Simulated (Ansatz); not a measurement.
# C₃H₄BF, SMILES FC1=CCB1: a single point in a Gaussian basis

Run with Ansatz's Python interface.

`c3h4bf.xyz`
```text
9

F     1.31550    1.02160    1.83600
C     0.58070    0.46870    0.81190
C     0.93380   -0.24650   -0.31020
C    -0.36550   -0.40980   -0.70730
B    -0.96030    0.34220    0.45450
H     1.91970   -0.54700   -0.70840
H    -0.62910    0.08540   -1.66630
H    -0.71060   -1.47040   -0.68980
H    -1.99560    0.70960    0.96250
```

`energy_c3h4bf.py`:
```python
"""Single point of C3H4BF in a Gaussian basis."""

import json

import ansatz as az
import numpy as np
import pandas as pd


def main() -> None:
    geometry = az.Crystal.molecule_from_extxyz("c3h4bf.xyz")

    setup = (
        geometry.calculation()
        .basis(gaussian="def2-SVP")
        .functional("PBE0")
        .forces()
    )
    done = setup.run(threads=1, pin="off")
    r = done.report

    for key in ("converged", "free_energy_ev", "reference_energy_ev", "n_frozen", "n_occupied", "n_virtual"):
        print(f"{key:22s} {r[key]}")

    symbols = [site.symbol for site in geometry.cartesian_sites]
    forces = np.array(r["forces_ev_ang"])
    print("largest force", round(float(np.linalg.norm(forces, axis=1).max()), 4), "eV/A, rms", round(float(np.sqrt((forces ** 2).mean())), 4))

    charges = r["charge_distribution"]
    table = pd.DataFrame({"atom": symbols, "mulliken": charges["mulliken_charges_e"], "lowdin": charges["lowdin_charges_e"]})
    print(table.round(3).to_string())
    print("dipole (e A):", np.round(charges["dipole_moment_e_ang"], 4) + 0.0)
    with open("c3h4bf.json", "w") as handle:
        json.dump({k: r[k] for k in ("free_energy_ev", "reference_energy_ev", "n_occupied", "n_virtual")}, handle, indent=1)


if __name__ == "__main__":
    main()
```

```console
$ python energy_c3h4bf.py
converged              True
free_energy_ev         -6554.081669659361
reference_energy_ev    -6554.081669659361
n_frozen               0
n_occupied             [18, 18]
n_virtual              [72, 72]
largest force 8.3797 eV/A, rms 2.25
  atom  mulliken  lowdin
0    F    -0.244   0.045
1    C     0.218  -0.059
2    C    -0.166   0.021
3    C     0.007  -0.008
4    B     0.007  -0.099
5    H     0.049   0.031
6    H     0.056   0.035
7    H     0.058   0.037
8    H     0.015  -0.003
dipole (e A): [-0.1128 -0.1917 -0.3281]
```

`c3h4bf.json`, as written:
```json
{
 "free_energy_ev": -6554.081669659361,
 "reference_energy_ev": -6554.081669659361,
 "n_occupied": [
  18,
  18
 ],
 "n_virtual": [
  72,
  72
 ]
}
```

Total energies depend on the basis set; only differences at equal settings carry meaning. The geometry is a force-field or estimated start, not a minimum of this method, and the basis set is short of its limit. The Löwdin charges here are taken after orthogonalising the functions within each atom; they differ from plain Löwdin charges, and their signs can be unphysical. Finished in 3.9 s on 1 thread of Arm Neoverse V2 (shared host), peak memory 0.27 GiB.

(Lines on the test bed's own set-up are left out of the output.)
